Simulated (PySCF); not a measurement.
# C₆H₁₆AlN: geometry, NMR shifts, electronic excitations and core binding energies

What NMR shifts, electronic excitations and core binding energies should C₆H₁₆AlN (`[CH3][Al@@H-]1[CH2]CC[N+]1(C)C`) show?

Programs: PySCF 2.14.0, with density-fitted response routines of our own. Each step states its level of theory. These are calculated values for one molecule in the gas phase, unless marked as measured. Atoms count from 0, in the outputs and in this text.

## 1. The molecule as given

24 atoms, charge 0, multiplicity 1; geometry from: GFN2-xTB.

Bonds of the start (Å): C0–Al1 1.99, Al1–C2 2.03, C2–C3 1.54, C3–C4 1.53, C4–N5 1.46, N5–C6 1.45, N5–C7 1.45, N5–Al1 2.08, C0–H8 1.10, C0–H9 1.10, C0–H10 1.10, Al1–H11 1.57, C2–H12 1.10, C2–H13 1.10, C3–H14 1.09, C3–H15 1.09, C4–H16 1.09, C4–H17 1.10, C6–H18 1.09, C6–H19 1.09, C6–H20 1.10, C7–H21 1.09, C7–H22 1.09, C7–H23 1.10.

## 2. Geometry optimisation at PBE0-D3(BJ)/def2-SVP

What the job is given:

```
{"job": {"xc": "PBE0", "basis": "def2-SVP", "d3": "d3bj", "grid": 1, "kind": "geom"}, "charge": 0, "multiplicity": 1}
C     -1.712945     2.105218     0.555292
Al    -1.344086     0.385579    -0.386105
C     -1.508311    -1.494552     0.350633
C     -0.081132    -2.057946     0.479448
C      0.835901    -1.307253    -0.482823
N      0.723461     0.138198    -0.290642
C      1.223424     0.543749     1.012156
C      1.431502     0.843403    -1.344134
H     -1.605283     2.105517     1.645981
H     -1.117215     2.948876     0.186898
H     -2.754874     2.383885     0.360965
H     -1.459706     0.380113    -1.950190
H     -2.066308    -1.722942     1.266049
H     -2.024083    -2.072277    -0.434919
H      0.285617    -1.949614     1.501869
H     -0.036016    -3.124027     0.236730
H      0.493836    -1.516430    -1.500727
H      1.881319    -1.633424    -0.384809
H      1.237703     1.630626     1.067891
H      0.549076     0.177902     1.784460
H      2.233615     0.161192     1.194939
H      1.009257     0.560722    -2.307038
H      1.290107     1.915713    -1.216191
H      2.503404     0.617538    -1.338175
```

**Question.** This job is followed by: GIAO PBE0/pcSseg-1 NMR shielding, non-relativistic, gas phase; TDDFT CAM-B3LYP/def2-SVPD, vertical, gas phase, core orbitals frozen in the response; GIAO B97-2/pcSseg-1 NMR shielding, non-relativistic, gas phase; delta-SCF UKS SCAN, pcX-2 on the ionised atom, pcseg-1 elsewhere, spin-free X2C. Predict these results of the whole session: point group; rotational constants (main isotopes); 13C shifts against TMS (PBE0/pcSseg-1); 1H shifts against TMS (PBE0/pcSseg-1, means over atoms taken as alike); 27Al shifts against AlH4- (PBE0/pcSseg-1); 15N shifts against NH3 (PBE0/pcSseg-1); lowest singlet (CAM-B3LYP/def2-SVPD); brightest single state of those computed; lowest triplet; vertical ionisation energy (ΔSCF); C1s binding energies, SCAN/pcX-2; Al1s binding energies, SCAN/pcX-2; Al2p binding energies, SCAN/pcX-2; N1s binding energies, SCAN/pcX-2; range of the shift of Al1.

As calculated:

| quantity | value |
| --- | --- |
| point group | C1 |
| rotational constants (main isotopes) | 1.85, 1.64, 1.17 GHz |
| 13C shifts against TMS (PBE0/pcSseg-1) | 64.8, 48.7, 42.8, 25.8, 2.6, -11.9 ppm |
| 1H shifts against TMS (PBE0/pcSseg-1, means over atoms taken as alike) | 4.09, 2.45, 2.40, 2.10, 2.01, 1.89, 1.56, 0.19, 0.03, -0.74 ppm |
| 27Al shifts against AlH4- (PBE0/pcSseg-1) | 109.7 ppm |
| 15N shifts against NH3 (PBE0/pcSseg-1) | 50.2 ppm |
| lowest singlet (CAM-B3LYP/def2-SVPD) | 6.41 eV (193 nm), f = 0.019 |
| brightest single state of those computed | state 7, 7.44 eV, f = 0.081 |
| lowest triplet | 6.24 eV |
| vertical ionisation energy (ΔSCF) | 8.63 eV |
| C1s binding energies, SCAN/pcX-2 | C6 291.95, C7 291.94, C4 291.61, C3 290.46, C0 288.80, C2 288.77 eV |
| Al1s binding energies, SCAN/pcX-2 | Al1 1564.66 eV |
| Al2p binding energies, SCAN/pcX-2 | Al1 78.31 eV |
| N1s binding energies, SCAN/pcX-2 | N5 406.08 eV |
| range of the shift of Al1 | 104.5 to 109.7 ppm |

The optimisation took 7 steps and gained 0.118 eV; among the close pairs (by a distance rule), Al1–H11 changed most, from 1.568 to 1.615 Å. C4 (sp3 CH2 bonded to N) lies farthest downfield among carbon, at 64.8 ppm; pulled downfield by the heteroatom. At PBE0/pcSseg-1: Shielding is most anisotropic at C7 (span 74 ppm, paramagnetic term -111 ppm). The lowest singlet, at 6.41 eV, is HOMO→LUMO 0.73, HOMO→LUMO+2 0.14 and is weak; of the 10 states computed, the strongest absorption comes from state 7 at 7.44 eV (the last state computed is bright too, and its partners may lie past the list). The lowest triplet lies 0.17 eV below the lowest singlet (triplets in Tamm-Dancoff, singlets in full TDDFT). The orbital energy would give 7.98 eV for ionisation, ΔSCF gives 8.63 eV. C6 (methyl carbon bonded to N) binds its C1s electron 3.18 eV more tightly than C2 (sp3 CH2 bonded to Al). Across the 2 runs the shift of Al1 moves most, between 104.5 (B97-2/pcSseg-1) and 109.7 ppm (PBE0/pcSseg-1).
